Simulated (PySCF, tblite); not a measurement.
**C₈H₁₅+: infrared bands and NMR shifts**

Wanted: the infrared bands and NMR shifts of C₈H₁₅+ (`CC[C@H]1CCC[C+]1C`), by calculation.

Computed with tblite 0.8.0 and PySCF 2.14.0, with density-fitted response routines of our own, on a single molecule in the gas phase. Atoms are numbered from 0 throughout.

## Step 1: Starting geometry

23 atoms, charge 1, multiplicity 1; geometry from: GFN2-xTB.

Bonds of the start (Å): C0–C1 1.52, C1–C2 1.54, C2–C3 1.54, C3–C4 1.53, C4–C5 1.53, C5–C6 1.45, C6–C7 1.45, C6–C2 1.46, C0–H8 1.09, C0–H9 1.09, C0–H10 1.09, C1–H11 1.09, C1–H12 1.09, C2–H13 1.11, C3–H14 1.09, C3–H15 1.09, C4–H16 1.09, C4–H17 1.09, C5–H18 1.10, C5–H19 1.09, C7–H20 1.09, C7–H21 1.10, C7–H22 1.09.

## Step 2: Vibrational analysis with GFN2-xTB

Job settings and geometry (Å):

```
{"job": {"kind": "ir", "xc": "GFN2-xTB", "basis": "xTB"}, "charge": 1, "multiplicity": 1}
C      2.785304    -0.117254    -0.229245
C      1.547814     0.582107     0.317071
C      0.253377     0.029356    -0.299468
C      0.000648    -1.485488    -0.171005
C     -1.496944    -1.616910    -0.452233
C     -2.077057    -0.326755     0.136717
C     -1.002461     0.652820     0.097867
C     -1.160415     2.044009     0.465283
H      2.785139    -1.174037     0.020393
H      2.850850    -0.013093    -1.309170
H      3.674306     0.329775     0.206737
H      1.623703     1.651524     0.115332
H      1.500857     0.442985     1.399157
H      0.305213     0.251093    -1.382554
H      0.233924    -1.802707     0.846294
H      0.604231    -2.070471    -0.858479
H     -1.927777    -2.511522    -0.011859
H     -1.681083    -1.645415    -1.526860
H     -2.324877    -0.470375     1.199685
H     -3.007885     0.021489    -0.318577
H     -2.200645     2.342633     0.569431
H     -0.651693     2.205918     1.423877
H     -0.639282     2.707303    -0.228316
```

**Question.** This job is followed by: GIAO PBE0/pcSseg-1 NMR shielding, non-relativistic, gas phase. What will the session give for the following? strongest single infrared mode (GFN2-xTB); zero-point energy (GFN2-xTB); ¹³C shifts against TMS (PBE0/pcSseg-1); ¹H shifts against TMS (PBE0/pcSseg-1, means over atoms taken as alike).

**Answer**, as computed:

```
                                                              quantity                                                                 value
                             strongest single infrared mode (GFN2-xTB)                                                 1265 cm⁻¹, 160 km/mol
                                          zero-point energy (GFN2-xTB)                                                        129.6 kcal/mol
                                ¹³C shifts against TMS (PBE0/pcSseg-1)                   357.4, 85.1, 67.9, 41.4, 35.9, 32.5, 27.7, 15.3 ppm
¹H shifts against TMS (PBE0/pcSseg-1, means over atoms taken as alike)  4.54, 3.97, 3.93, 3.32, 3.17, 2.87, 2.60, 2.37, 1.94, 1.60, 1.56 ppm
```

In words: All 63 modes are real, so the xTB geometry is a minimum. The strongest single mode, at 1265 cm⁻¹, is spread over many atoms; the largest shares are those of C6, C5. Unscaled tight-binding wavenumbers are off by several per cent, some by more. Its intensities can rank the bands wrongly. The most deshielded carbon is C6 (carbocation centre), at 357.4 ppm: the empty p orbital gives low-energy magnetic excitations and strong deshielding. At PBE0/pcSseg-1: The widest tensor belongs to C6: span 477 ppm, with a paramagnetic part of -440 ppm.
